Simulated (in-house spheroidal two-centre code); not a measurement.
**One electron between two nuclei: charges 1 and 1.1**

Which orbitals hold the two charges together, and at what distance?

The Schrödinger equation separates in prolate spheroidal coordinates and is solved to numerical exactness by an in-house code (fixed charges, no relativity; hartree and bohr). An orbital is fixed by its nodes in ξ and η and by m, and named after its united-atom limit. The code writes a record and no log. All values are calculated.

## Step 1: The system

Point charges Z1 = 1 and Z2 = 1.1 at distance R, one electron. Orbitals run (a selection, each on a grid of distances scaled to its size): 1sσ, 2sσ, 2pσ, 2pπ, 3sσ, 3pσ, 3dσ, 3pπ, 3dπ, 3dδ, 4pσ, 4dσ, 4fσ, 4pπ, 4dπ, 4fπ, 4dδ, 4fδ, 4fφ, 5gσ, 5gπ.

## Step 2: The orbital 1sσ

File settings:

```
Z1 = 1
Z2 = 1.1
xi_nodes = 0
eta_nodes = 0
m = 0
```

## Step 3: The orbital 2sσ

File settings:

```
Z1 = 1
Z2 = 1.1
xi_nodes = 1
eta_nodes = 0
m = 0
```

## Step 4: The orbital 3dπ

File settings:

```
Z1 = 1
Z2 = 1.1
xi_nodes = 0
eta_nodes = 1
m = 1
```

## Step 5: The orbital 4pπ

File settings:

```
Z1 = 1
Z2 = 1.1
xi_nodes = 2
eta_nodes = 0
m = 1
```

(Steps that only read results are left out.)

Before running it: what results should come out? Wanted: orbitals with a minimum on the grid; ground orbital.

The runs gave:

| quantity | value |
| --- | --- |
| orbitals with a minimum on the grid (the deepest) | 1sσ (2.04 bohr), 2pσ (6.54 bohr), 2pπ (8.81 bohr), 3dσ (8.62 bohr), 4dσ (20.28 bohr), 4fσ (17.28 bohr), 4fπ (18.31 bohr), 5gσ (23.13 bohr), 5gπ (30.05 bohr) |
| ground orbital | minimum at 2.045 bohr, -0.64265 hartree, 1.02 eV under the separated limit |

In words: The ground orbital binds the charges. Of the 21 orbitals, 9 have a minimum that the grid shows, 6 with a barrier on the curve; very shallow wells can escape it. With unequal charges the electron of the ground orbital ends on the larger one, and the remaining charges repel as Z1(Z2 − 1)/R with Z2 the larger.
